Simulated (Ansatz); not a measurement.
Write a Python script for the Python package of Ansatz (0.2.0) that makes a band structure of TlBi, space group Pm-3m. Level of theory: LDA, PAW, cutoff 435 eV, 4×4×4 k-points, cold smearing of 0.1 eV.

```
Tl Bi
1.0
     3.99171    0.00000    0.00000
     0.00000    3.99171    0.00000
     0.00000    0.00000    3.99171
Tl Bi
1 1
Direct
  0.00000 0.00000 0.00000
  0.50000 0.50000 0.50000
```

The script, `tlbi_bands.py`:
```python
"""Bands of TlBi along a path through the zone."""

import ansatz as az
import numpy as np


def main() -> None:
    lattice = az.Lattice.of(
        [3.991709, 0.0, 0.0],
        [0.0, 3.991709, 0.0],
        [0.0, 0.0, 3.991709],
    )
    sites = [
        ("Tl", [0.0, 0.0, 0.0]),
        ("Bi", [0.5, 0.5, 0.5]),
    ]
    tlbi = az.Crystal(lattice=lattice)
    for symbol, position in sites:
        tlbi = tlbi.atom(symbol, position)

    # vertices of the path, as fractions of the reciprocal vectors
    path = [
        ("G", (0.0, 0.0, 0.0)),
        ("X", (0.0, 0.5, 0.0)),
        ("M", (0.5, 0.5, 0.0)),
        ("G", (0.0, 0.0, 0.0)),
        ("R", (0.5, 0.5, 0.5)),
    ]
    calculation = (
        tlbi.calculation()
        .kpoints(spacing=0.52)
        .scf(tolerance=1e-06)
        .occupations("cold")
        .mixing("msr1", ndim=4, beta=0.4)
        .basis(16 * az.Ha, density_ratio=6)
        .functional(az.Functional.LDA)
        .band_structure([point for _, point in path], intervals=4)
        .scf(extra_bands=10)
    )
    done = calculation.run(threads=1)
    report = done.report

    for key in ("converged", "n_iterations", "n_electrons", "n_kpoints", "n_pw", "n_symmetry_ops", "free_energy_ev", "fermi_energy_ev"):
        print(f"{key:18s} {report[key]}")

    bands = done.band_structure()
    fermi = bands.fermi_energy_ev
    print(f"zero of the bands: {fermi:.3f} eV, the Fermi level found on the SCF mesh")
    for spin, channel in enumerate(bands.channels):
        print("channel", spin, "- computed levels within 6 eV of the Fermi level")
        for i, (label, _) in enumerate(path):
            levels = channel.eigenvalues_ev[i * 4] - fermi
            print(f"  {label:3s}", " ".join(f"{e:7.3f}" for e in levels if abs(e) < 6))


if __name__ == "__main__":
    main()
```

```console
$ python tlbi_bands.py
converged          True
n_iterations       5
n_electrons        28.0
n_kpoints          10
n_pw               1357
n_symmetry_ops     48
free_energy_ev     -23232.272318662748
fermi_energy_ev    9.882560255358163
zero of the bands: 9.883 eV, the Fermi level found on the SCF mesh
channel 0 - computed levels within 6 eV of the Fermi level
  G    -4.928  -0.603  -0.603  -0.603   4.771   4.771
  X     0.958   1.162   1.214   1.214   3.692   3.692   5.894
  M    -5.650  -3.891  -3.891   1.639   4.937   5.120   5.120
  G    -4.928  -0.603  -0.603  -0.603   4.771   4.771
  R    -4.677  -1.667  -1.667  -1.667  -0.075  -0.075  -0.075
```

Caveats:
- These settings explore the input space; cutoff and mesh may be short of convergence.
- The mesh is modest for a metal, so energies can be off by several to tens of meV an atom and pressures by half a GPa or more; differences at equal mesh fare better.
- The zero of the levels is a convention of the potentials, so an absolute Fermi energy is no work function.
- This cell is a computed structure, which may not be the phase found in nature.
- Levels are Kohn-Sham eigenvalues on this mesh, without spin-orbit coupling.
- Run time: 1.3 s on 1 thread of Intel(R) Xeon(R) 6975P-C (Granite Rapids), with other jobs on the host, peak memory 0.39 GiB.
